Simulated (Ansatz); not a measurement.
# SnAs: stiffness from strained cells, part 3 of 3

How stiff is the crystal, and how unevenly? Runs: reference run (LAPW and crystal datasets); at 5 GPa (LAPW). Companion runs by PAW are cited.

Ansatz 0.2.0; DFT LDA. Earlier steps stand in the parts before.

**4. At 5 GPa, LAPW**

The COD entry's cell or inner coordinates are ideal or old and differ from later refinements, so a difference from it is no clean test against experiment.

input.yaml

```yaml
crystal:
  lattice:
    - [0.0, 2.78178468943, 2.78178468943]
    - [2.78178468943, 0.0, 2.78178468943]
    - [2.78178468943, 2.78178468943, 0.0]
  atoms:
    - { symbol: Sn, position: [0.0, 0.0, 0.0] }
    - { symbol: As, position: [0.5, 0.5, 0.5] }
kpoints:
  mp_grid: { grid: [12, 12, 12] }
scf:
  occupations: { method: fermi_dirac, width: 0.1 }
hamiltonian:
  xc: lda
  pseudopotentials: { kind: all_electron, lapw: { basis_error: 0.0005 } }
elastic:
  mode: relaxed_ion
  stencil: two_point
  amplitude: 0.005
```

Started as:

```bash
$ ansatz run input.yaml --threads 1 --pin off --max-ram 2560MiB --backend cpu --events-out ev --progress --plain --runs-dir out
```

Standard output:

```text
LAPW: plane waves up to 8.600 Å⁻¹, error target 5.0e-4 eV per atom; small_component_spin mean_spin; As in spheres of 1.308 Å, 23 of its electrons in bands, Dirac shells []; Sn in spheres of 1.390 Å, 22 of its electrons in bands, Dirac shells [] (how accurate: hamiltonian.pseudopotentials.lapw.basis_error, Limitations)
Engine: ansatz 0.2.0
Pseudopotentials: kind: all_electron
Pseudopotential: Sn, LAPW, valence charge 22, lapw/all_electron/scalar/gaussian/Sn, Koelling and Harmon's equation, gaussian nucleus
Pseudopotential: As, LAPW, valence charge 23, lapw/all_electron/scalar/gaussian/As, Koelling and Harmon's equation, gaussian nucleus
Functional definition: SPW92
  exchange = slater_x
  correlation = pw_c
Crystal: 2 atoms, lattice volume = 43.053 Å³
Basis set: ecut = 281.8072232534142 eV, 459 PW (Γ), exchange–correlation at level 2
Bands: 27, of which v1, the nominal top of the filled ones, is band 23 counted from 1 (22 counted from 0)
Symmetry: 48 space group operations
Space group: Fm-3m (ITA 225), of the structure as read, at distance tolerance 3.5e-5 Å
k-points: 72 of 1728
Non-local potential: Sn, projectors of the file, none
Non-local potential: As, projectors of the file, none
Initial density: superposition of atomic densities (chi_scale 0.1, normalization cell, long waves kept (reshape's long-wave potential 0.00 eV rms))
Initial wavefunctions: plane waves of lowest kinetic energy (no species holds an atomic orbital)
Functional: x = slater, c = lda
iter 1 solved again at ethr=7.52e-4 eV; its pass at ethr=1.00e-1 eV (dr2=3.39e-1 eV) is discarded
SCF iter   1: F=—  HF=-229386.785225 eV  |F-HF|=—  |Δ(HF+E_count)|=         —  Δρ=2.17e-2  dr2=3.39e-1  ethr=7.52e-4  ⟨swp⟩=2.2  Hψ=12389  notcnv=0
preconditioner: auto → Kerker (q_TF=auto, 2.748 Å⁻¹)  [metal: Δε(μ)=0.178 eV  Ē_g=18.379 eV  σ=0.100 eV  W_gap=0.40  n_scr=14 (ndim 8)  ℏωp=24.7 eV  f_vac=0.000  D(μ)=0.42/eV (n_scr^D=0)]
SCF iter   2: F=—  HF=-229386.695042 eV  |F-HF|=—  |Δ(HF+E_count)|=   9.02e-2  Δρ=1.36e-2  dr2=1.34e-1  ethr=7.52e-4  ⟨swp⟩=2.0  Hψ=5749  notcnv=0
SCF iter   3: F=—  HF=-229386.667503 eV  |F-HF|=—  |Δ(HF+E_count)|=   2.75e-2  Δρ=6.20e-3  dr2=3.00e-2  ethr=2.98e-4  ⟨swp⟩=2.0  Hψ=5694  notcnv=0
iter 4 solved again at ethr=5.44e-6 eV; its pass at ethr=6.66e-5 eV (dr2=2.45e-3 eV) is discarded
SCF iter   4: F=—  HF=-229386.662593 eV  |F-HF|=—  |Δ(HF+E_count)|=   4.91e-3  Δρ=1.84e-3  dr2=2.45e-3  ethr=5.44e-6  ⟨swp⟩=2.0  Hψ=9740  notcnv=0
SCF iter   5: F=—  HF=-229386.661036 eV  |F-HF|=—  |Δ(HF+E_count)|=   1.56e-3  Δρ=5.28e-4  dr2=9.95e-5  ethr=5.44e-6  ⟨swp⟩=2.0  Hψ=5679  notcnv=0
SCF iter   6: F=—  HF=-229386.661058 eV  |F-HF|=—  |Δ(HF+E_count)|=   2.24e-5  Δρ=1.31e-4  dr2=8.01e-6  ethr=2.21e-7  ⟨swp⟩=2.0  Hψ=5680  notcnv=0
SCF iter   7: F=—  HF=-229386.661060 eV  |F-HF|=—  |Δ(HF+E_count)|=   1.30e-6  Δρ=2.65e-5  dr2=5.20e-7  ethr=1.78e-8  ⟨swp⟩=2.1  Hψ=5683  notcnv=0
SCF iter   8: F=—  HF=-229386.661059 eV  |F-HF|=—  |Δ(HF+E_count)|=   1.13e-7  Δρ=1.18e-5  dr2=1.04e-7  ethr=1.15e-9  ⟨swp⟩=2.0  Hψ=5679  notcnv=0
SCF iter   9: F=—  HF=-229386.661059 eV  |F-HF|=—  |Δ(HF+E_count)|=   1.04e-8  Δρ=5.00e-6  dr2=1.43e-8  ethr=2.30e-10  ⟨swp⟩=2.0  Hψ=5679  notcnv=0
SCF iter  10: F=—  HF=-229386.661059 eV  |F-HF|=—  |Δ(HF+E_count)|=   4.64e-8  Δρ=2.40e-6  dr2=2.27e-9  ethr=3.17e-11  ⟨swp⟩=2.0  Hψ=5680  notcnv=0
SCF iter  11: F=—  HF=-229386.661059 eV  |F-HF|=—  |Δ(HF+E_count)|=    0.00e0  Δρ=4.61e-7  dr2=7.53e-11  ethr=5.05e-12  ⟨swp⟩=2.1  Hψ=5684  notcnv=0
SCF iter  12: F=—  HF=-229386.661059 eV  |F-HF|=—  |Δ(HF+E_count)|=  1.46e-10  Δρ=1.18e-7  dr2=5.53e-12  ethr=2.98e-12 (applied; sched 1.00e-12)  ⟨swp⟩=2.0  Hψ=5679  notcnv=0
SCF iter  13: F=—  HF=-229386.661059 eV  |F-HF|=—  |Δ(HF+E_count)|=  1.46e-10  Δρ=3.67e-8  dr2=5.05e-13  ethr=2.98e-12 (applied; sched 1.00e-12)  ⟨swp⟩=2.0  Hψ=5679  notcnv=0
SCF iter  14: F=-229386.661059 eV  HF=-229386.661059 eV  |F-HF|=0.00e0  |Δ(HF+E_count)|=  2.04e-10  Δρ=1.11e-8  dr2=2.54e-14  ethr=2.98e-12 (applied; sched 1.00e-12)  ⟨swp⟩=2.0  Hψ=5679  notcnv=0
SCF 1 converged in 14 iterations: F = -229386.661059 eV  dr2 = 2.54e-14
Crystal: 2 atoms, lattice volume = 42.837 Å³
Basis set: ecut = 282.75051212908164 eV, 459 PW (Γ), exchange–correlation at level 2
Symmetry: 16 space group operations
k-points: 163 of 1728
Initial density: handed on by an earlier stage of this run
Initial wavefunctions: plane waves of lowest kinetic energy (no species holds an atomic orbital; no wavefunctions were taken with the density)
iter 1 solved again at ethr=9.72e-8 eV; its pass at ethr=1.00e-1 eV (dr2=4.37e-5 eV) is discarded
SCF iter   1: F=—  HF=-229386.653582 eV  |F-HF|=—  |Δ(HF+E_count)|=         —  Δρ=2.76e-4  dr2=3.83e-5  ethr=9.72e-8  ⟨swp⟩=5.2  Hψ=37513  notcnv=0
preconditioner: auto → Kerker (q_TF=auto, 2.751 Å⁻¹)  [metal: Δε(μ)=0.034 eV  Ē_g=18.760 eV  σ=0.100 eV  W_gap=0.08  n_scr=14 (ndim 8)  ℏωp=24.7 eV  f_vac=0.022  D(μ)=0.42/eV (n_scr^D=0)]
SCF iter   2: F=—  HF=-229386.653573 eV  |F-HF|=—  |Δ(HF+E_count)|=   8.90e-6  Δρ=1.83e-4  dr2=1.78e-5  ethr=8.52e-8  ⟨swp⟩=2.0  Hψ=12853  notcnv=0
iter 3 solved again at ethr=2.17e-9 eV; its pass at ethr=3.95e-8 eV (dr2=9.75e-7 eV) is discarded
SCF iter   3: F=—  HF=-229386.653566 eV  |F-HF|=—  |Δ(HF+E_count)|=   6.28e-6  Δρ=3.88e-5  dr2=9.73e-7  ethr=2.17e-9  ⟨swp⟩=2.0  Hψ=22087  notcnv=0
SCF iter   4: F=—  HF=-229386.653566 eV  |F-HF|=—  |Δ(HF+E_count)|=   1.41e-7  Δρ=8.22e-6  dr2=4.23e-8  ethr=2.16e-9  ⟨swp⟩=2.4  Hψ=12927  notcnv=0
SCF iter   5: F=—  HF=-229386.653566 eV  |F-HF|=—  |Δ(HF+E_count)|=   9.67e-8  Δρ=6.16e-6  dr2=1.95e-8  ethr=9.40e-11  ⟨swp⟩=2.0  Hψ=12853  notcnv=0
SCF iter   6: F=—  HF=-229386.653566 eV  |F-HF|=—  |Δ(HF+E_count)|=  8.44e-10  Δρ=2.36e-6  dr2=3.25e-9  ethr=4.33e-11  ⟨swp⟩=2.0  Hψ=12853  notcnv=0
SCF iter   7: F=—  HF=-229386.653566 eV  |F-HF|=—  |Δ(HF+E_count)|=  2.91e-10  Δρ=8.10e-7  dr2=4.83e-10  ethr=7.22e-12  ⟨swp⟩=2.0  Hψ=12853  notcnv=0
SCF iter   8: F=—  HF=-229386.653566 eV  |F-HF|=—  |Δ(HF+E_count)|=   1.05e-9  Δρ=3.75e-7  dr2=5.59e-11  ethr=2.98e-12 (applied; sched 1.07e-12)  ⟨swp⟩=2.0  Hψ=12853  notcnv=0
SCF iter   9: F=—  HF=-229386.653566 eV  |F-HF|=—  |Δ(HF+E_count)|=  5.82e-11  Δρ=7.84e-8  dr2=3.85e-12  ethr=2.98e-12 (applied; sched 1.00e-12)  ⟨swp⟩=2.0  Hψ=12853  notcnv=0
SCF iter  10: F=—  HF=-229386.653566 eV  |F-HF|=—  |Δ(HF+E_count)|=    0.00e0  Δρ=2.80e-8  dr2=2.90e-13  ethr=2.98e-12 (applied; sched 1.00e-12)  ⟨swp⟩=2.0  Hψ=12853  notcnv=0
SCF iter  11: F=-229386.653566 eV  HF=-229386.653566 eV  |F-HF|=2.91e-11  |Δ(HF+E_count)|=  2.33e-10  Δρ=8.25e-9  dr2=1.26e-14  ethr=2.98e-12 (applied; sched 1.00e-12)  ⟨swp⟩=2.0  Hψ=12853  notcnv=0
SCF 2 converged in 11 iterations: F = -229386.653566 eV  dr2 = 1.26e-14
Crystal: 2 atoms, lattice volume = 43.268 Å³
Basis set: ecut = 280.8717625156328 eV, 459 PW (Γ), exchange–correlation at level 2
iter 1 solved again at ethr=1.03e-7 eV; its pass at ethr=1.00e-1 eV (dr2=4.64e-5 eV) is discarded
SCF iter   1: F=—  HF=-229386.667071 eV  |F-HF|=—  |Δ(HF+E_count)|=         —  Δρ=2.70e-4  dr2=3.71e-5  ethr=1.03e-7  ⟨swp⟩=5.2  Hψ=37459  notcnv=0
preconditioner: auto → Kerker (q_TF=auto, 2.746 Å⁻¹)  [metal: Δε(μ)=0.037 eV  Ē_g=18.710 eV  σ=0.100 eV  W_gap=0.09  n_scr=14 (ndim 8)  ℏωp=24.6 eV  f_vac=0.022  D(μ)=0.43/eV (n_scr^D=0)]
SCF iter   2: F=—  HF=-229386.667063 eV  |F-HF|=—  |Δ(HF+E_count)|=   8.48e-6  Δρ=1.79e-4  dr2=1.73e-5  ethr=8.25e-8  ⟨swp⟩=2.0  Hψ=12860  notcnv=0
iter 3 solved again at ethr=2.12e-9 eV; its pass at ethr=3.84e-8 eV (dr2=9.52e-7 eV) is discarded
SCF iter   3: F=—  HF=-229386.667057 eV  |F-HF|=—  |Δ(HF+E_count)|=   6.02e-6  Δρ=3.81e-5  dr2=9.50e-7  ethr=2.12e-9  ⟨swp⟩=2.0  Hψ=22100  notcnv=0
SCF iter   4: F=—  HF=-229386.667057 eV  |F-HF|=—  |Δ(HF+E_count)|=   2.22e-7  Δρ=6.98e-6  dr2=2.62e-8  ethr=2.11e-9  ⟨swp⟩=2.7  Hψ=12985  notcnv=0
SCF iter   5: F=—  HF=-229386.667057 eV  |F-HF|=—  |Δ(HF+E_count)|=   4.60e-9  Δρ=3.11e-6  dr2=6.02e-9  ethr=5.81e-11  ⟨swp⟩=2.0  Hψ=12860  notcnv=0
SCF iter   6: F=—  HF=-229386.667057 eV  |F-HF|=—  |Δ(HF+E_count)|=   5.38e-9  Δρ=1.72e-6  dr2=1.77e-9  ethr=1.34e-11  ⟨swp⟩=2.0  Hψ=12860  notcnv=0
SCF iter   7: F=—  HF=-229386.667057 eV  |F-HF|=—  |Δ(HF+E_count)|=  4.37e-10  Δρ=4.35e-7  dr2=1.14e-10  ethr=3.93e-12  ⟨swp⟩=2.0  Hψ=12860  notcnv=0
SCF iter   8: F=—  HF=-229386.667057 eV  |F-HF|=—  |Δ(HF+E_count)|=  4.95e-10  Δρ=2.71e-7  dr2=3.92e-11  ethr=2.98e-12 (applied; sched 1.00e-12)  ⟨swp⟩=2.0  Hψ=12860  notcnv=0
SCF iter   9: F=—  HF=-229386.667057 eV  |F-HF|=—  |Δ(HF+E_count)|=  8.73e-11  Δρ=9.92e-8  dr2=6.38e-12  ethr=2.98e-12 (applied; sched 1.00e-12)  ⟨swp⟩=2.0  Hψ=12860  notcnv=0
SCF iter  10: F=—  HF=-229386.667057 eV  |F-HF|=—  |Δ(HF+E_count)|=  3.49e-10  Δρ=3.27e-8  dr2=5.24e-13  ethr=2.98e-12 (applied; sched 1.00e-12)  ⟨swp⟩=2.0  Hψ=12860  notcnv=0
SCF iter  11: F=-229386.667057 eV  HF=-229386.667057 eV  |F-HF|=2.91e-10  |Δ(HF+E_count)|=  2.62e-10  Δρ=8.99e-9  dr2=1.62e-14  ethr=2.98e-12 (applied; sched 1.00e-12)  ⟨swp⟩=2.0  Hψ=12860  notcnv=0
SCF 3 converged in 11 iterations: F = -229386.667057 eV  dr2 = 1.62e-14
Crystal: 2 atoms, lattice volume = 43.052 Å³
Basis set: ecut = 281.8083974562934 eV, 459 PW (Γ), exchange–correlation at level 2
Symmetry: 8 space group operations
k-points: 280 of 1728
iter 1 solved again at ethr=3.18e-8 eV; its pass at ethr=1.00e-1 eV (dr2=1.43e-5 eV) is discarded
SCF iter   1: F=—  HF=-229386.660936 eV  |F-HF|=—  |Δ(HF+E_count)|=         —  Δρ=9.16e-5  dr2=5.68e-6  ethr=3.18e-8  ⟨swp⟩=5.6  Hψ=66121  notcnv=0
preconditioner: auto → Kerker (q_TF=auto, 2.748 Å⁻¹)  [metal: Δε(μ)=0.042 eV  Ē_g=18.733 eV  σ=0.100 eV  W_gap=0.10  n_scr=14 (ndim 8)  ℏωp=24.7 eV  f_vac=0.022  D(μ)=0.42/eV (n_scr^D=0)]
SCF iter   2: F=—  HF=-229386.660935 eV  |F-HF|=—  |Δ(HF+E_count)|=   8.98e-7  Δρ=6.37e-5  dr2=2.95e-6  ethr=1.26e-8  ⟨swp⟩=2.0  Hψ=22089  notcnv=0
iter 3 solved again at ethr=4.80e-10 eV; its pass at ethr=6.55e-9 eV (dr2=2.16e-7 eV) is discarded
SCF iter   3: F=—  HF=-229386.660934 eV  |F-HF|=—  |Δ(HF+E_count)|=   8.50e-7  Δρ=1.56e-5  dr2=2.16e-7  ethr=4.80e-10  ⟨swp⟩=2.0  Hψ=38154  notcnv=0
SCF iter   4: F=—  HF=-229386.660934 eV  |F-HF|=—  |Δ(HF+E_count)|=   4.90e-8  Δρ=3.66e-6  dr2=5.41e-9  ethr=4.80e-10  ⟨swp⟩=3.0  Hψ=22687  notcnv=0
SCF iter   5: F=—  HF=-229386.660934 eV  |F-HF|=—  |Δ(HF+E_count)|=   1.47e-8  Δρ=3.00e-6  dr2=2.75e-9  ethr=1.20e-11  ⟨swp⟩=2.0  Hψ=22089  notcnv=0
SCF iter   6: F=—  HF=-229386.660934 eV  |F-HF|=—  |Δ(HF+E_count)|=  7.57e-10  Δρ=7.92e-7  dr2=2.10e-10  ethr=6.12e-12  ⟨swp⟩=2.0  Hψ=22091  notcnv=0
SCF iter   7: F=—  HF=-229386.660934 eV  |F-HF|=—  |Δ(HF+E_count)|=  1.16e-10  Δρ=2.44e-7  dr2=2.47e-11  ethr=2.98e-12 (applied; sched 1.00e-12)  ⟨swp⟩=2.0  Hψ=22089  notcnv=0
SCF iter   8: F=—  HF=-229386.660934 eV  |F-HF|=—  |Δ(HF+E_count)|=  1.16e-10  Δρ=8.61e-8  dr2=1.52e-12  ethr=2.98e-12 (applied; sched 1.00e-12)  ⟨swp⟩=2.0  Hψ=22089  notcnv=0
SCF iter   9: F=-229386.660934 eV  HF=-229386.660934 eV  |F-HF|=2.91e-11  |Δ(HF+E_count)|=  3.20e-10  Δρ=1.42e-8  dr2=6.07e-14  ethr=2.98e-12 (applied; sched 1.00e-12)  ⟨swp⟩=2.0  Hψ=22089  notcnv=0
SCF 4 converged in 9 iterations: F = -229386.660934 eV  dr2 = 6.07e-14
iter 1 solved again at ethr=2.89e-8 eV; its pass at ethr=1.00e-1 eV (dr2=1.30e-5 eV) is discarded
SCF iter   1: F=—  HF=-229386.660936 eV  |F-HF|=—  |Δ(HF+E_count)|=         —  Δρ=9.16e-5  dr2=5.68e-6  ethr=2.89e-8  ⟨swp⟩=5.6  Hψ=66344  notcnv=0
SCF iter   2: F=—  HF=-229386.660935 eV  |F-HF|=—  |Δ(HF+E_count)|=   9.00e-7  Δρ=6.37e-5  dr2=2.95e-6  ethr=1.26e-8  ⟨swp⟩=2.0  Hψ=22089  notcnv=0
iter 3 solved again at ethr=4.80e-10 eV; its pass at ethr=6.55e-9 eV (dr2=2.16e-7 eV) is discarded
SCF iter   3: F=—  HF=-229386.660934 eV  |F-HF|=—  |Δ(HF+E_count)|=   8.50e-7  Δρ=1.56e-5  dr2=2.16e-7  ethr=4.80e-10  ⟨swp⟩=2.0  Hψ=38155  notcnv=0
SCF iter   4: F=—  HF=-229386.660934 eV  |F-HF|=—  |Δ(HF+E_count)|=   5.07e-8  Δρ=3.64e-6  dr2=5.28e-9  ethr=4.79e-10  ⟨swp⟩=3.0  Hψ=22691  notcnv=0
SCF iter   5: F=—  HF=-229386.660934 eV  |F-HF|=—  |Δ(HF+E_count)|=   1.28e-8  Δρ=2.95e-6  dr2=2.67e-9  ethr=1.17e-11  ⟨swp⟩=2.0  Hψ=22089  notcnv=0
SCF iter   6: F=—  HF=-229386.660934 eV  |F-HF|=—  |Δ(HF+E_count)|=  6.40e-10  Δρ=7.96e-7  dr2=2.11e-10  ethr=5.93e-12  ⟨swp⟩=2.0  Hψ=22091  notcnv=0
SCF iter   7: F=—  HF=-229386.660934 eV  |F-HF|=—  |Δ(HF+E_count)|=  1.75e-10  Δρ=2.33e-7  dr2=2.32e-11  ethr=2.98e-12 (applied; sched 1.00e-12)  ⟨swp⟩=2.0  Hψ=22089  notcnv=0
SCF iter   8: F=—  HF=-229386.660934 eV  |F-HF|=—  |Δ(HF+E_count)|=  4.37e-10  Δρ=8.17e-8  dr2=1.38e-12  ethr=2.98e-12 (applied; sched 1.00e-12)  ⟨swp⟩=2.0  Hψ=22089  notcnv=0
SCF iter   9: F=-229386.660934 eV  HF=-229386.660934 eV  |F-HF|=5.82e-11  |Δ(HF+E_count)|=  5.82e-11  Δρ=1.35e-8  dr2=5.54e-14  ethr=2.98e-12 (applied; sched 1.00e-12)  ⟨swp⟩=2.0  Hψ=22089  notcnv=0
SCF 5 converged in 9 iterations: F = -229386.660934 eV  dr2 = 5.54e-14
SCF converged after 14 iterations
Free energy (F): -229386.661059 eV
Harris-Foulkes:  -229386.661059 eV  (|F-HF|=0.00e0)
Internal energy: -229386.645865 eV  (E = F + TS)
E sigma→0 (E₀):  -229386.653462 eV
Entropy (-TS):   -0.015195 eV (-7.597 meV/atom)
Fermi energy:    14.422883 eV
--- Per-component energies (eV) ---
  E_band       = -1882.527111
  E_kinetic    = 239378.298879
  E_xc         = -6551.571177
  E_electrostatic = -462213.373566  (all electrons and nuclei)
  E_smearing   = -0.015195  (= −TS)
  E_closure    = 0.000000  (closes the sum)
  E_atoms      = -229376.629774  (free atoms, spherical and without spin; not in F)
  Σ components = -229386.661059   (vs F -229386.661059, Δ=0.00e0)
  Basis errors (estimates in eV, not in F): energy 1.7e-4 per atom: plane waves 1.6e-4 (8.7e-5 summed), levels above the bands 1.2e-28, relativity 3.4e-9, radial functions 1.0e-5, core shells 5.5e-8; eigenvalues (radial functions only) 3.3e-7; not estimated: angular momenta, meshes, grids; target (lapw.basis_error) 5.0e-4; muffin-tin radii As 1.308 Å, Sn 1.390 Å
--- Forces (eV/Å), atoms counted from 1 ---
  atom   1  Sn     0.00000000    -0.00000000    -0.00000000
  atom   2  As    -0.00000000     0.00000000     0.00000000
  max |Σ_I F_I| component: 6.25e-31 eV/Å
--- Stress (GPa, compression-positive) ---
        5.009258       0.000000       0.000000
        0.000000       5.009258       0.000000
        0.000000       0.000000       5.009258
  P = ⅓ Tr σ = 5.0093 GPa (50.093 kbar)
--- Band table (eV; the first three rows and the last of 72) ---
  k-point 0: bands = ["-169.8358", "-114.7530", "-113.7524", "-113.7524", "-113.7524", "-70.6769", "-70.6769", "-70.6769", "-21.3209", "-21.3209", "-21.3112", "-21.3112", "-21.3112", "-7.1626", "-7.1626", "-7.1461", "-7.1461", "-7.1461", "0.4517", "12.1355", "13.1489", "13.1489", "13.1489", "20.1494", "20.1494", "20.1494", "20.4623"]
  k-point 1: bands = ["-169.8358", "-114.7530", "-113.7524", "-113.7524", "-113.7524", "-70.6769", "-70.6769", "-70.6769", "-21.3208", "-21.3208", "-21.3111", "-21.3111", "-21.3111", "-7.1638", "-7.1638", "-7.1459", "-7.1445", "-7.1445", "0.5429", "11.1455", "13.1587", "13.1587", "13.9542", "19.4933", "19.5397", "19.5397", "20.5250"]
  k-point 2: bands = ["-169.8358", "-114.7530", "-113.7524", "-113.7524", "-113.7524", "-70.6769", "-70.6769", "-70.6769", "-21.3206", "-21.3206", "-21.3110", "-21.3108", "-21.3108", "-7.1677", "-7.1677", "-7.1453", "-7.1392", "-7.1392", "0.8137", "9.7168", "13.1972", "13.1972", "14.7910", "18.4839", "18.4839", "18.6829", "20.5482"]
  k-point 71: bands = ["-169.8358", "-114.7530", "-113.7524", "-113.7524", "-113.7524", "-70.6770", "-70.6770", "-70.6769", "-21.3210", "-21.3197", "-21.3103", "-21.3103", "-21.3088", "-7.2163", "-7.1639", "-7.1338", "-7.1338", "-7.1002", "3.7292", "6.9511", "9.0482", "9.0482", "15.4303", "16.6644", "20.4326", "20.4326", "23.8415"]
--- Elastic constants: 2 strain directions × 2 members + reference (group order 48) ---
  dense FFT box of the reference and of every strained cell: 24×24×24
  strains applied: 11, 23; error gains: componentwise 1.00 (the most a stress slope's error grows in a printed constant), spectral 1.73 (1 for all six strains in a standard setting)
  C = ∂σ_k/∂η_j (tension-positive GPa; Voigt order 11 22 33 23 13 12):
       222.784     38.594     38.594      0.000     -0.000     -0.000
        38.594    222.784     38.594     -0.000      0.000     -0.000
        38.594     38.594    222.784     -0.000      0.000      0.000
        -0.000      0.000      0.000     34.703      0.000     -0.000
         0.000      0.000     -0.000     -0.000     34.703      0.000
         0.000     -0.000     -0.000     -0.000      0.000     34.703
  reference stress σ⁰ (GPa):     -5.009     -5.009     -5.009     -0.000     -0.000      0.000
  no Pulay correction (none for the plane-wave cutoff is built on LAPW): the batch's stresses and constants are at fixed plane waves
  C* (energy form; C + prestress term) asymmetry max|C*_kj − C*_jk| = 1.421e-14 GPa — a small one proves nothing (zero by symmetry where the batch's group is 432, −43m or m−3m); a large one is finite-difference/SCF noise where every solve meets its electron count
  moduli (Voigt/Reuss/Hill, GPa): K = 99.99/99.99/99.99   G = 57.66/46.23/51.94   E = 132.83   ν = 0.279
  mechanically stable: yes (min eigenvalue of sym C = 34.70 GPa)
  where every solve meets its electron count the energy-path curvature estimates C_jj along a normal strain and C_jj − ¼(σ⁰_aa + σ⁰_bb) along a shear (ab), closely only under elastic.basis: deformed
  strain η (Voigt 11):  stress-route row diagonal C_11 = 222.78 GPa, energy-path curvature d²(F+E_count)/dδ²/Ω₀ = 222.68 GPa
         δ    σ_11 (GPa)             F (eV)   n_scf  n_hpsi   n_pw
    -5.000e-3      -6.1566     -229386.6535661      11  177301    477   relax 0 steps, max|allowed force component| 4.04e-30 eV/Å
     5.000e-3      -3.9288     -229386.6670567      11  177390    477   relax 0 steps, max|allowed force component| 4.93e-32 eV/Å
  strain η (Voigt 23):  stress-route row diagonal C_44 = 34.70 GPa, energy-path curvature d²(F+E_count)/dδ²/Ω₀ = 37.22 GPa
         δ    σ_23 (GPa)             F (eV)   n_scf  n_hpsi   n_pw
    -5.000e-3      -0.1735     -229386.6609344       9  262880    477   relax 0 steps, max|allowed force component| 5.92e-31 eV/Å
     5.000e-3       0.1735     -229386.6609344       9  263092    477   relax 0 steps, max|allowed force component| 4.02e-30 eV/Å
```

Wall time 2.3 min (1 thread of Intel Xeon 6975P-C (Granite Rapids), shared host); peak memory 1.1 GiB.

C in GPa (Voigt order xx, yy, zz, yz, xz, xy):

```
222.8  38.6  38.6   0.0   0.0   0.0
 38.6 222.8  38.6   0.0   0.0   0.0
 38.6  38.6 222.8   0.0   0.0   0.0
  0.0   0.0   0.0  34.7   0.0   0.0
  0.0   0.0   0.0   0.0  34.7   0.0
  0.0   0.0   0.0   0.0   0.0  34.7
```

**5. All runs together**

PAW rows come from companion runs at the same settings.

```
                           run    C11   C12   C44      K     G      E  Poisson ratio
            ions relaxed, LAPW  173.7  28.6  33.8   77.0  46.1  115.4          0.250
ions relaxed, crystal datasets  173.7  28.6  33.8   77.0  46.1  115.3          0.250
                at 5 GPa, LAPW  222.8  38.6  34.7  100.0  51.9  132.8          0.279
             ions relaxed, PAW  173.8  28.6  33.8   77.0  46.2  115.4          0.250
                 at 5 GPa, PAW  222.8  38.6  34.7  100.0  51.9  132.8          0.279
```

Constants and moduli in GPa; K, G and E are Hill averages.

**6. Outcome**

The summary covers parts 1 to 3.

| quantity | value |
| --- | --- |
| C11 (LAPW) | 174 GPa |
| C12 (LAPW) | 29 GPa |
| C44 (LAPW) | 34 GPa |
| bulk, shear and Young's modulus | 77, 46, 115 GPa |
| Debye temperature from sound speeds | 294 K |
| universal anisotropy index | 0.73 |

**Reading.** All eigenvalues are positive, so the crystal is mechanically stable; by LAPW K = 77 and G = 46 GPa, K/G = 1.67, on the brittle side of Pugh's rough line at 1.75, which was drawn for metals. Young's modulus runs from 88 to 166 GPa with direction. PAW's constants lie within 0.1 GPa of LAPW's. At 5 GPa K rises to 100 GPa. Cautions: responses of metals move with mesh and smearing.
